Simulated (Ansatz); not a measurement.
# C₃H₉GaO₂: one species, many methods

An exercise on one series of results from a longer session: the logs are not shown, and one member is left open.

Program: Ansatz 0.2.0, Gaussian basis. Level of theory: functionals in def2-TZVPP, the program's frozen cores in correlated methods. These are calculated values, not measurements.

Levels to be run: PBE-D4, r2SCAN-D4, PBE0-D4, B3LYP-D4, ωB97X-V, ωB97M-V, B2PLYP; CCSD(T)/def2-TZVPP; MP2/def2-QZVPP; extrapolation to the limit.

## Structure used throughout

All runs share one geometry, relaxed beforehand with PBE0-D4 in a triple-zeta def2 set.

SMILES `CC(C)[O][GaH][OH]`, 15 atoms, charge 0, spin multiplicity 1.

Atoms are counted from 1 here; the program's logs count them from 0.

Bond lengths: C1–C2 1.518 Å, C1–H7 1.093 Å, C1–H8 1.092 Å, C1–H9 1.096 Å, C2–C3 1.518 Å, C2–O4 1.412 Å, C2–H10 1.098 Å, C3–H11 1.096 Å, C3–H12 1.092 Å, C3–H13 1.093 Å, O4–Ga5 1.783 Å, Ga5–O6 1.779 Å, Ga5–H14 1.546 Å, O6–H15 0.961 Å. Angles: C2–C1–H7 111.2°, C2–C1–H8 110.4°, C2–C1–H9 110.6°, H7–C1–H8 108.3°, H7–C1–H9 107.7°, H8–C1–H9 108.5°, C1–C2–C3 112.0°, C1–C2–O4 111.3°, C1–C2–H10 108.2°, C3–C2–O4 111.3°, C3–C2–H10 108.2°, O4–C2–H10 105.6°, C2–C3–H11 110.6°, C2–C3–H12 110.4°, C2–C3–H13 111.2°, H11–C3–H12 108.5°, H11–C3–H13 107.7°, H12–C3–H13 108.3° and more.

The first run:

The input, in.yaml:

```yaml
crystal:
  periodic: [false, false, false]
  atoms:
    - {symbol: C, position_ang: [-1.206346, 0.906054, -0.783145]}
    - {symbol: C, position_ang: [0.243074, 0.455898, -0.754015]}
    - {symbol: C, position_ang: [0.421614, -0.923086, -1.363015]}
    - {symbol: O, position_ang: [0.771954, 0.512096, 0.553652]}
    - {symbol: Ga, position_ang: [0.207978, -0.435370, 1.955452]}
    - {symbol: O, position_ang: [1.160553, -0.049756, 3.407088]}
    - {symbol: H, position_ang: [-1.582352, 0.961824, -1.807838]}
    - {symbol: H, position_ang: [-1.307089, 1.892425, -0.325905]}
    - {symbol: H, position_ang: [-1.840601, 0.201657, -0.233871]}
    - {symbol: H, position_ang: [0.835177, 1.169457, -1.342658]}
    - {symbol: H, position_ang: [-0.180452, -1.663721, -0.825279]}
    - {symbol: H, position_ang: [1.469224, -1.226965, -1.314822]}
    - {symbol: H, position_ang: [0.107301, -0.936604, -2.409680]}
    - {symbol: H, position_ang: [-0.937343, -1.472599, 2.013218]}
    - {symbol: H, position_ang: [1.837319, 0.608672, 3.230828]}
basis:
  gaussian: {orbitals: def2-TZVPP}
hamiltonian: {xc: pbe, dispersion: d4}
output: {forces: true, orbitals: {seedname: orbitals}}
```

Started as:

```console
> ansatz run in.yaml --threads 2 --pin off --events-out ev --progress --plain --max-ram 32768MiB --backend cuda --devices 0, --max-vram 18GiB
```

Among the steps run: PBE-D4 (GGA); r2SCAN-D4 (meta-GGA); PBE0-D4 (hybrid); B3LYP-D4 (hybrid); ωB97X-V (range-separated); ωB97M-V (range-separated); B2PLYP (double hybrid); CCSD(T) in def2-TZVPP; MP2 in def2-QZVPP.

One table of the session follows, with a row left open; its other results are not shown here.

It belongs to the step «Atomisation energies». 

```
            method  atomisation energy (kcal/mol)
            PBE-D4                         1364.2
         r2SCAN-D4                         1346.5
           PBE0-D4                         1340.6
          B3LYP-D4                         1337.0
           ωB97X-V                         1344.8
           ωB97M-V                         1343.0
            B2PLYP                         1327.9
     HF/def2-TZVPP                              ?
    MP2/def2-TZVPP                         1339.2
   CCSD/def2-TZVPP                         1297.8
CCSD(T)/def2-TZVPP                         1317.0
           MP2/CBS                         1369.1
       CCSD(T)/CBS                         1346.9
```

Q: Estimate the row for HF/def2-TZVPP from the others.

As computed: atomisation energy (kcal/mol): 975.3. In the column «atomisation energy (kcal/mol)» it is the lowest.

Limits of these values: Free atoms (3 C, 2 O, 1 Ga, 9 H) were run apart at each level; the atomisation energy is their sum less the molecule, without zero-point or spin-orbit terms.
